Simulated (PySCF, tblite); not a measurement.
# C₂H₄BClN radical: geometry, infrared bands and EPR parameters

Aim: predict the infrared bands and EPR parameters of C₂H₄BClN radical (`C=CB([NH])Cl`).

The runs use tblite 0.8.0 and PySCF 2.14.0, with density-fitted response routines of our own; the level of theory stands in each step. All values are computed, except where a source is named. Atoms are numbered from 0 throughout.

## Step 1: The molecule as given

9 atoms, charge 0, multiplicity 2; geometry from: force field or distance geometry start.

Bonds of the start (Å): C0–C1 1.34, C1–B2 1.59, B2–N3 1.50, B2–Cl4 1.84, C0–H5 1.10, C0–H6 1.08, C1–H7 1.07, N3–H8 1.05.

## Step 2: Relaxing the molecule with GFN2-xTB

Job settings and geometry (Å):

```
{"job": {"kind": "relax", "xc": "GFN2-xTB", "basis": "xTB"}, "charge": 0, "multiplicity": 2}
C     -1.153200    -0.843300     0.061600
C     -0.621800     0.276900    -0.445800
B      0.910400     0.626800    -0.234100
N      1.830400    -0.277600     0.537900
Cl     1.578600     2.157000    -1.005600
H     -2.219700    -1.046300    -0.104300
H     -0.576000    -1.553100     0.628200
H     -1.232100     0.962900    -0.998800
H      1.496900    -0.297300     1.535600
```

On the command line:

```
$ OMP_NUM_THREADS=1 python probes_run.py task.json out
```

One launch serves the whole session: the jobs run in the order shown.

Standard output:

```text
step      E/eV     max force
  0    -406.11561    4.063
  1    -406.48844    2.822
  2    -406.44877    6.788
  3    -406.69922    1.510
  4    -406.74251    0.752
  5    -406.79519    1.236
  6    -406.82384    1.123
  7    -406.91497    1.186
  8    -406.95316    1.022
  9    -406.99671    0.439
 10    -407.01709    0.507
 11    -407.02784    0.539
 12    -407.04186    0.416
 13    -407.04771    0.225
 14    -407.05308    0.218
 15    -407.05457    0.114
 16    -407.05600    0.108
 17    -407.05691    0.168
 18    -407.05885    0.212
 19    -407.06037    0.156
 20    -407.06146    0.075
 21    -407.06211    0.066
 22    -407.06261    0.085
 23    -407.06290    0.061
 24    -407.06303    0.036
 25    -407.06312    0.033
 26    -407.06323    0.040
 27    -407.06333    0.039
 28    -407.06340    0.024
 29    -407.06345    0.025
 30    -407.06351    0.033
 31    -407.06361    0.053
 32    -407.06379    0.065
 33    -407.06402    0.058
 34    -407.06431    0.062
 35    -407.06474    0.106
 36    -407.06563    0.164
 37    -407.06727    0.293
 38    -407.06935    0.339
 39    -407.07310    0.220
 40    -407.07482    0.136
 41    -407.07591    0.120
 42    -407.07622    0.242
 43    -407.07818    0.184
 44    -407.07950    0.110
 45    -407.08242    0.130
 46    -407.08368    0.152
 47    -407.08647    0.163
 48    -407.08858    0.193
 49    -407.08927    0.145
 50    -407.08923    0.263
 51    -407.09123    0.083
 52    -407.09184    0.113
 53    -407.09276    0.085
 54    -407.09359    0.089
 55    -407.09421    0.079
 56    -407.09481    0.075
 57    -407.09512    0.058
 58    -407.09535    0.059
 59    -407.09556    0.052
 60    -407.09584    0.062
 61    -407.09605    0.071
 62    -407.09637    0.070
 63    -407.09676    0.063
 64    -407.09714    0.053
 65    -407.09737    0.033
 66    -407.09750    0.034
 67    -407.09762    0.038
 68    -407.09779    0.046
 69    -407.09803    0.057
 70    -407.09829    0.061
 71    -407.09854    0.058
 72    -407.09877    0.044
 73    -407.09894    0.036
 74    -407.09909    0.031
 75    -407.09917    0.018
 76    -407.09920    0.007
```

Wall time 0.33 s (1 thread of Arm Neoverse V1, shared host).

Step by step: (not every step is listed) (the energy doesn't fall at every step)

```tsv
step	energy from step 0 (eV)	largest force (eV/Å)
0	0.0000	4.0631
1	-0.3728	2.8222
2	-0.3332	6.7882
3	-0.5836	1.5102
4	-0.6269	0.7515
5	-0.6796	1.2355
6	-0.7082	1.1233
7	-0.7994	1.1861
8	-0.8376	1.0218
14	-0.9375	0.2176
20	-0.9459	0.0752
26	-0.9476	0.0403
32	-0.9482	0.0653
38	-0.9537	0.3393
44	-0.9639	0.1097
50	-0.9736	0.2632
56	-0.9792	0.0753
62	-0.9808	0.0695
68	-0.9822	0.0463
71	-0.9829	0.0576
72	-0.9832	0.0444
73	-0.9833	0.0364
74	-0.9835	0.0307
75	-0.9836	0.0185
76	-0.9836	0.0073
```

Close pairs (by a distance rule), those that changed most:

```tsv
bond	before (Å)	after (Å)	change (Å)
B2–N3	1.503	1.318	-0.186
B2–Cl4	1.839	1.735	-0.104
N3–H8	1.052	0.998	-0.055
C1–B2	1.586	1.621	+0.035
C0–C1	1.340	1.314	-0.026
C0–H5	1.098	1.081	-0.017
C1–H7	1.072	1.081	+0.009
C0–H6	1.076	1.077	+0.001
```

The next job starts from the end point, and lists it.

## Step 3: Vibrational analysis with GFN2-xTB

Job settings and geometry (Å):

```
{"job": {"kind": "ir", "xc": "GFN2-xTB", "basis": "xTB"}, "charge": 0, "multiplicity": 2}
C     -1.127456    -0.891640    -0.167134
C     -0.610513     0.316331    -0.181937
B      0.979528     0.632493    -0.168251
N      1.675334     0.296633     0.899054
Cl     1.542309     1.425422    -1.605032
H     -2.194315    -1.050493    -0.237699
H     -0.522235    -1.780551    -0.105367
H     -1.221131     1.206535    -0.231536
H      1.492039    -0.148736     1.772721
```

Standard output:

```text
mode    cm-1     km/mol
  1      47.1      0.65
  2     177.9      1.72
  3     222.5      4.19
  4     301.9     11.00
  5     435.0     17.06
  6     521.6     36.84
  7     527.9     57.95
  8     537.4     35.83
  9     656.8     86.78
 10     824.6     42.64
 11     865.4      5.89
 12     961.1      7.86
 13     991.5     36.09
 14    1186.3     32.58
 15    1377.2      2.81
 16    1560.8     74.81
 17    1672.6     36.99
 18    3046.8      7.04
 19    3059.2      5.14
 20    3113.1     12.86
 21    3596.0      1.28
```

Run time: 0.17 s. Hardware: 1 thread of Arm Neoverse V1, shared host.

Which atoms move in the most intense modes:

```tsv
cm⁻¹	km/mol	atoms
522	36.8	B2 24 %, C1 22 %, H5 16 %, Cl4 14 %
528	58.0	H8 81 %
537	35.8	H8 26 %, C1 18 %, H5 17 %
657	86.8	H8 42 %, N3 23 %, C1 20 %
825	42.6	B2 66 %, H8 11 %
992	36.1	H6 49 %, H7 37 %
1561	74.8	B2 57 %, N3 37 %
1673	37.0	C0 47 %, C1 45 %
```

## Step 4: EPR parameters: B3LYP/pcH-1

Same as in step 3 but for these lines:

```diff
@@ -1,2 +1,2 @@
-{"job": {"kind": "ir", "xc": "GFN2-xTB", "basis": "xTB"}, "charge": 0, "multiplicity": 2}
+{"job": {"kind": "epr", "basis": "pcH-1"}, "charge": 0, "multiplicity": 2}
 C     -1.127456    -0.891640    -0.167134
```

Method: UKS B3LYP, pcH-1 on B C Cl H N, non-relativistic, mean-field spin-orbit, GIAO.

Standard output:

```text
UKS, coarse grid
  cycle   1  E = -618.37298624  |g| = 2.94e-01
  cycle   2  E = -618.35141269  |g| = 3.83e-01
  cycle   3  E = -618.41298969  |g| = 1.09e-01
  cycle   4  E = -618.41837949  |g| = 5.45e-02
  cycle   5  E = -618.41984591  |g| = 1.24e-02
  cycle   6  E = -618.41992973  |g| = 1.02e-02
  cycle   7  E = -618.41998963  |g| = 2.96e-03
  cycle   8  E = -618.41999550  |g| = 1.16e-03
  cycle   9  E = -618.41999658  |g| = 2.68e-04
UKS, final grid
  cycle   1  E = -618.41996851  |g| = 2.82e-04
  cycle   2  E = -618.41996848  |g| = 4.71e-04
  cycle   3  E = -618.41996859  |g| = 7.63e-05
  cycle   4  E = -618.41996860  |g| = 5.51e-05
  cycle   5  E = -618.41996862  |g| = 4.00e-05
  cycle   6  E = -618.41996862  |g| = 1.74e-05
E = -618.41996862 Eh   <S^2> = 0.7554 (exact 0.7500)
g shifts (ppm)      1          2          3
  rmc          -220       -220       -220
  gc             12        -25         41
  oz_so        -811       1034       4090
  total       -1018        789       3912
hyperfine (MHz)  atom isotope    a_iso     a_fc   dipolar eigenvalues
    0   13C      -3.43      -3.44     -4.70     -3.20      7.90
    1   13C      85.99      86.08    -15.95    -14.14     30.09
    2   11B     -40.21     -40.12    -14.22     -6.47     20.69
    3   14N      66.49      66.39    -39.10    -34.18     73.28
    4  35Cl       4.05       3.62     -8.19     -6.77     14.95
    5    1H      18.38      18.38     -3.35     -1.80      5.15
    6    1H       7.81       7.80     -3.29      0.23      3.05
    7    1H      26.79      26.80     -7.17     -1.02      8.19
    8    1H       9.05       8.92    -44.61    -13.58     58.19
```

It took 33 s on 1 thread of Arm Neoverse V1, shared host; peak memory 0.67 GiB.

Principal g values 2.00130, 2.00311, 2.00623; g(iso) = 2.00355, against 2.00232 for a free electron.

Hyperfine couplings, nucleus by nucleus at this fixed geometry (no averaging over rotations):

```tsv
nuclei	isotope	a(iso) (MHz)	a(iso) (G, at g = 2.0023)	largest dipolar term (MHz)
C1	13C	86.0	30.7	30.1
N3	14N	66.5	23.7	73.3
B2	11B	-40.2	-14.3	20.7
H7	1H	26.8	9.6	8.2
H5	1H	18.4	6.6	5.1
H8	1H	9.1	3.2	58.2
H6	1H	7.8	2.8	-3.3
Cl4	35Cl	4.1	1.4	15.0
C0	13C	-3.4	-1.2	7.9
```

Mulliken spin populations:

```tsv
atom	value (e)
C0	0.04
C1	0.13
B2	-0.05
N3	0.84
Cl4	0.03
H5	0.01
H6	0.00
H7	0.01
H8	-0.01
```

In first order the couplings over 0.8 MHz of 14N, 11B, 1H, 35Cl give 768 distinct lines over 117.0 G.

Orbitals, density, ELF and potential are computed afterwards from the orbital file.

ELF in a plane through or near 5 of the atoms.

Ten even steps from ' ' (0.00) to '@' (1.00):
```
                                                        
                                                        
                                                        
                    ..                                  
                ::++**++                                
            ..--++%%@@%%::      ......                  
          ::==**##%%%%##..    ..--==--..                
        ..==**%%**--**++..    ::++**==------::          
        ..==**%%**==##**::..::==**++++##%%@@@@==        
          ..--**##%%**--++##++####----@@@@@@@@%%::      
              ..----****%%@@----%%##**@@@@@@@@%%--      
              ..--==  ..%%@@::..####==##@@@@@@++..      
        ::--==++**##**====++++**++==..::--++==..        
      ..--**##%%%%##**--  ..--++==::                    
      ..--**##%%%%%%##++      ..::..                    
        ..--++##%%%%##**::                              
          ..::==++**++==..                              
              ..::::::..                                
                                                        
                                                        
```
The map spans 10.1 Å across and 8.7 Å up, centred on the molecule. Atoms in the plane (x, y in Å): C0 (1.4, 0.2), C1 (0.4, -0.5), B2 (-1.1, -0.3), N3 (-1.7, 0.9), H5 (2.4, 0.0).

log10 of the density (e/Å³) in the same plane.

Ten even steps from '0' (-4.0) to '9' (1.1):
```
0000000000000000000000000000
0000000000000000000000000000
0000000001110000000000000000
0000001223322100000000000000
0000012344443222222110000000
0001234567664433444332100000
0001345678775444555443211000
0002345789876555666654422000
0002356789876666777765532100
0002345678877777888886543100
0002344667997788888886543100
0012345667777788877665532100
0013355677776777765554422000
0013456777765566654433211000
0013456777765555443321100000
0012345666654433322100000000
0001234455543322110000000000
0000123334332210000000000000
0000011222221000000000000000
0000000001000000000000000000
```
The map spans 10.1 Å across and 8.7 Å up, centred on the molecule. Atoms in the plane (x, y in Å): C0 (1.4, 0.2), C1 (0.4, -0.5), B2 (-1.1, -0.3), N3 (-1.7, 0.9), H5 (2.4, 0.0).

On the surface of density 0.002 e/bohr³ the electrostatic potential runs, from the 1st to the 99th percentile, from -0.76 V near Cl4 to 2.13 V near H8.

The spin density lies nearest to N3 67 %; C1 10 %; H8 6 %; B2 6 % (both signs).

## Step 5: What came out

| quantity | value |
| --- | --- |
| strongest single infrared mode (GFN2-xTB) | 657 cm⁻¹, 87 km/mol |
| zero-point energy (GFN2-xTB) | 36.7 kcal/mol |
| g(iso) (B3LYP) | 2.00355 |
| ⟨S²⟩ | 0.755 (exact 0.75) |
| largest a(iso) | 13C on C1, 86.0 MHz |
| potential on the surface of density 0.002 e/bohr³, 1st and 99th percentile | -0.76 V and 2.13 V |

**Reading.** Relaxing lowered the energy by 0.984 eV in 76 steps; the close pair that moved most is B2–N3, from 1.503 to 1.318 Å. All 21 modes are real, so the xTB geometry is a minimum. The strongest single mode, at 657 cm⁻¹, has its largest shares on H8, N3 and C1 (the list is cut at 3 atoms). Unscaled tight-binding wavenumbers are off by several per cent, some by more. Its intensities can rank the bands wrongly. Most of the unpaired spin sits on N3 (0.84 e). The isotropic g lies 1.2 ppt above the free-electron value. The conformer search found further structures of the same energy, which may be mirror or relabelled copies of this one.
